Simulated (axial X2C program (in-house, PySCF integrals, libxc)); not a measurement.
# SmBr⁺: Ω levels from open-shell CI on f5 s1

Aim: the spin–orbit levels of SmBr⁺ that arise from the configuration f5 s1 of Sm, and how they move with the bond.

Method: two-component X2C, average-of-configuration Hartree–Fock and CI in the open shells; program: an in-house X2C program for linear molecules on PySCF integrals.

All values are calculated.

### 1 The job

The input, task.json:

```json
{"zs": [62, 35], "q": 1, "bas": ["dyall-v3z", "dyall-v3z"], "r0": 2.71, "metal": 0, "shells": [[3, [0, 1, 2, 3], 5], [0, [0], 1]], "fix": 0, "emax": 2.2, "nroots": 4}
```

Keys: zs atomic numbers; q charge; bas basis sets; r0 starting distance in Å; metal index of the metal atom; shells open shells as [l, |m| values, electrons]; fix electron count of the first shell held; emax energy window in eV; nroots roots for each Ω.

Started as:

```sh
$ python soci.py task.json out
```

Two-component X2C with atomic mean-field Coulomb and Gaunt terms, basis Sm dyall-v3z, Br dyall-v3z (cores contracted in-house). Orbitals come from Hartree–Fock averaged over the configuration Sm f5 s1; CI then distributes these electrons over the f, s shells of Sm.

### 2 CI at R = 2.569 Å

Before running it: what results should come out? Wanted: lowest level of the model; next level; lowest curve, Re and ωe.

As calculated:

```
                 quantity                         value
lowest level of the model  Ω = 0, g∥ = 0.00, 100% f5 s1
               next level        Ω = 1, 113 cm⁻¹ higher
  lowest curve, Re and ωe           2.578 Å, 264.7 cm⁻¹
```

What this shows: From 2.569 to 2.389 Å the gap from the lowest to the fifth level goes from 918 to 869 cm⁻¹. Without dynamic correlation distances can be off by several hundredths of an Å, and the wavenumbers are rough. There is no dynamic correlation: spin–orbit spacings and, for f shells, spacings inside one term are the most reliable numbers, splittings between terms come out too wide, and energies between configurations are not reliable, so the lowest level need not be the ground state of the molecule. At most 4 roots were kept for each Ω > 0 (twice that for Ω = 0) within 2.2 eV of the lowest, so higher up levels can be missing between those listed; levels with Ω > 0 are doubly degenerate and listed once, Ω = 0 levels singly.
